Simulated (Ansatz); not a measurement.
**Sn: which structure wins at one pressure**

Aim: bring Sn in several structures (bcc, hcp, omega, diamond, simple hexagonal) to one pressure and rank them by enthalpy. The pressure is set by scaling the first phase. Methods of the runs shown: LAPW. Companion runs by PAW are cited.

Method: DFT, LDA, all-electron LAPW, scalar-relativistic, in Ansatz 0.2.0.

**1. The system as given**

Symmetry: Im-3m, No. 229, cubic system. Conventional cell: a = 2.922 Å, b = 2.922 Å, c = 2.922 Å, α = 90.00°, β = 90.00°, γ = 90.00°. Sn (site symmetry m-3m) is surrounded by 8 Sn at 2.53 Å.

Coordinates:

```
CELL_PARAMETERS angstrom
-1.46084 1.46084 1.46084
1.46084 -1.46084 1.46084
1.46084 1.46084 -1.46084
ATOMIC_POSITIONS crystal
Sn 0.00000 0.00000 0.00000
```

**2. Bcc relaxed under pressure, LAPW**

input.yaml reads:

```yaml
crystal:
  lattice:
    - [-1.4608356662, 1.4608356662, 1.4608356662]
    - [1.4608356662, -1.4608356662, 1.4608356662]
    - [1.4608356662, 1.4608356662, -1.4608356662]
  atoms:
    - { symbol: Sn, position: [0.0, 0.0, 0.0] }
kpoints:
  mp_grid: { grid: [18, 18, 18] }
scf:
  occupations: { method: fermi_dirac, width: 0.05 }
hamiltonian:
  xc: lda
  pseudopotentials: { kind: all_electron, lapw: { basis_error: 0.0005 } }
output:
  forces: true
  stress: true
  eigenvalues: true
relax:
  f_tol: 0.005
  max_steps: 12
  cell: { p_target: 240.0, stress_tol: 0.12 }
```

On the command line:

```console
ansatz run input.yaml --threads 1 --pin off --max-ram 3584MiB --backend cpu --events-out ev --progress --plain --runs-dir out
```

Further steps of the session: Hcp relaxed under pressure, LAPW; Omega relaxed under pressure, LAPW; Diamond relaxed under pressure, LAPW; Simple hexagonal relaxed under pressure, LAPW.

Q: Predict the outcome of this session. Wanted: pressure; lowest (for each run or level that gives them).

**Answer**, as computed:

| quantity | value |
| --- | --- |
| pressure | 240 GPa |
| lowest (LAPW) | hcp, 6.4 meV/atom under bcc |
| lowest (PAW) | hcp, 5.0 meV/atom under bcc |

By LAPW the order is hcp < bcc < omega < simple hexagonal < diamond. By PAW the order is hcp < bcc < omega < simple hexagonal < diamond. The methods agree on the lowest phase. Only these structures were tried, with electrons smeared by 0.05 eV and without vibrations, so the true ground state may be another. The k meshes differ between phases and weren't tested, which can move differences by some meV.
